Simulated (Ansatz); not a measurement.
# C5H10O2: the cost of one run

Method: the levels named in each step, in Ansatz 0.2.0.

**1. The starting structure**

Bond lengths (14 of 16 bonds, heavy atoms first): C1–C2 1.523 Å, C2–C3 1.527 Å, C3–O4 1.428 Å, O4–C5 1.338 Å, C5–C6 1.506 Å, C5–O7 1.202 Å, C1–H8 1.087 Å, C1–H9 1.087 Å, C1–H10 1.088 Å, C2–H11 1.092 Å, C2–H12 1.092 Å, C3–H13 1.092 Å, C3–H14 1.095 Å, C6–H15 1.087 Å. Angles (14 of 28 angles, heavy atoms first): C1–C2–C3 111.3°, C2–C3–O4 111.3°, C3–O4–C5 117.2°, O4–C5–C6 110.7°, O4–C5–O7 124.1°, C6–C5–O7 125.1°, C1–C2–H11 110.1°, C1–C2–H12 109.8°, C3–C2–H11 108.9°, C3–C2–H12 108.5°, C2–C1–H8 110.5°, C2–C1–H9 110.2°, C2–C1–H10 110.7°, C2–C3–H13 111.1°.

Structure file:

```xyz
17

C    -3.0824   -0.5450    0.1678
C    -1.6240   -0.7449   -0.2212
C    -0.6846   -0.2550    0.8783
O     0.6822   -0.4740    0.5293
C     1.2771    0.4571   -0.2256
C     2.6973    0.0635   -0.5379
O     0.7430    1.4694   -0.5928
H    -3.2900    0.5089    0.3370
H    -3.7344   -0.9008   -0.6259
H    -3.3158   -1.0926    1.0782
H    -1.4271   -1.8024   -0.4099
H    -1.4060   -0.1894   -1.1353
H    -0.8402   -0.8126    1.8046
H    -0.8413    0.8142    1.0565
H     2.6971   -0.8738   -1.0885
H     3.1689    0.8418   -1.1293
H     3.2458   -0.0872    0.3881
```

**2. A rough first relaxation, PBE-D4/def2-SVP**

Contents of input.yaml:

```yaml
crystal:
  periodic: [false, false, false]
  atoms:
    - { symbol: C, position_ang: [-3.08242, -0.54496, 0.16776] }
    - { symbol: C, position_ang: [-1.62401, -0.74486, -0.22115] }
    - { symbol: C, position_ang: [-0.68458, -0.25503, 0.87835] }
    - { symbol: O, position_ang: [0.68221, -0.47399, 0.5293] }
    - { symbol: C, position_ang: [1.27709, 0.45707, -0.2256] }
    - { symbol: C, position_ang: [2.69728, 0.06345, -0.53787] }
    - { symbol: O, position_ang: [0.74305, 1.46936, -0.59282] }
    - { symbol: H, position_ang: [-3.29003, 0.50888, 0.33702] }
    - { symbol: H, position_ang: [-3.73435, -0.90083, -0.62587] }
    - { symbol: H, position_ang: [-3.31578, -1.09258, 1.0782] }
    - { symbol: H, position_ang: [-1.42711, -1.80244, -0.4099] }
    - { symbol: H, position_ang: [-1.40596, -0.18941, -1.13527] }
    - { symbol: H, position_ang: [-0.84021, -0.81258, 1.80461] }
    - { symbol: H, position_ang: [-0.84134, 0.81423, 1.0565] }
    - { symbol: H, position_ang: [2.69712, -0.87381, -1.08848] }
    - { symbol: H, position_ang: [3.16892, 0.84177, -1.12926] }
    - { symbol: H, position_ang: [3.24581, -0.08719, 0.3881] }
basis:
  gaussian: { orbitals: def2-SVP }
hamiltonian:
  xc: pbe
  dispersion: d4
relax:
  f_tol: 0.03
  max_steps: 200
```

Command:

```console
ansatz run input.yaml --threads 4 --pin off --max-ram 10240MiB --backend cpu --events-out ev --progress --plain --runs-dir out
```

Q: Estimate wall time and peak memory on 4 threads of Intel Xeon at 2.50GHz (Skylake/Cascade Lake), shared host.

About 22 s, with a peak of 0.21 GiB.
